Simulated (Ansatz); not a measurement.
What does this script print? It uses the Ansatz DFT code, driven from Python.

`c2h6nsb.xyz`
```text
10

C    -0.67770    1.43410    0.51080
N     0.10920    0.32710    0.26170
C    -0.28640   -0.62860   -0.52310
Sb    1.11840   -2.29080   -0.81500
H    -1.68480    1.15530    0.94140
H    -0.20810    2.18820    1.19150
H    -0.89850    2.01200   -0.45270
H    -1.17720   -0.59220   -1.02090
H     2.42990   -1.22500   -1.03060
H     1.35820   -2.43130    0.93990
```

The script, `field_c2h6nsb.py`:
```python
"""Response of C2H6NSb to a pair of distant point charges."""

import ansatz as az
import numpy as np


def main() -> None:
    c2h6nsb = az.Crystal.molecule_from_extxyz("c2h6nsb.xyz")

    base = (
        c2h6nsb.calculation()
        .basis(gaussian="def2-SVPD")
        .functional("HF")
        .forces()
    )
    # charges +q and -q at -R and +R make a nearly even field 2 k q / R^2 at the centre
    centre = np.mean([site.position_ang for site in c2h6nsb.cartesian_sites], axis=0)
    field = 2 * 14.399645 * 2.0 / 25.0 ** 2


    def dipole(axis, sign):
        arm = 25.0 * np.eye(3)[axis]
        pair = [{"charge": sign * 2.0, "position_ang": (centre - arm).tolist()}, {"charge": -sign * 2.0, "position_ang": (centre + arm).tolist()}]
        deck = base.input().set(az.key.basis.gaussian.point_charges, pair)
        return np.array(az.Session.from_dict(deck).plan().execute().report["charge_distribution"]["dipole_moment_e_ang"])


    print(f"field {field:.4f} V/A")
    alpha = np.array([(dipole(axis, 1) - dipole(axis, -1)) / (2 * field) * 14.399645 for axis in range(3)])
    print("polarisability tensor (A^3)")
    print(np.array2string(alpha, precision=3, suppress_small=True))
    print(f"mean {np.trace(alpha) / 3:.3f} A^3 = {np.trace(alpha) / 3 / 0.14818471:.2f} bohr^3")


if __name__ == "__main__":
    main()
```

```console
$ python field_c2h6nsb.py
field 0.0922 V/A
polarisability tensor (A^3)
[[10.727 -1.767 -0.36 ]
 [-1.802 13.922  1.446]
 [-0.341  1.433 10.347]]
mean 11.665 A^3 = 78.72 bohr^3
```

What to keep in mind:
- These settings explore the input space; basis and method may be short of convergence.
- The geometry is a force-field or estimated start, not a minimum of this method, and the basis set is short of its limit. The field of two point charges is only nearly even.
- def2 sets replace the cores of elements past krypton by effective core potentials.
- The whole script took 26 s on 1 thread of Arm Neoverse V2, with other jobs on the host, peak memory 0.39 GiB.
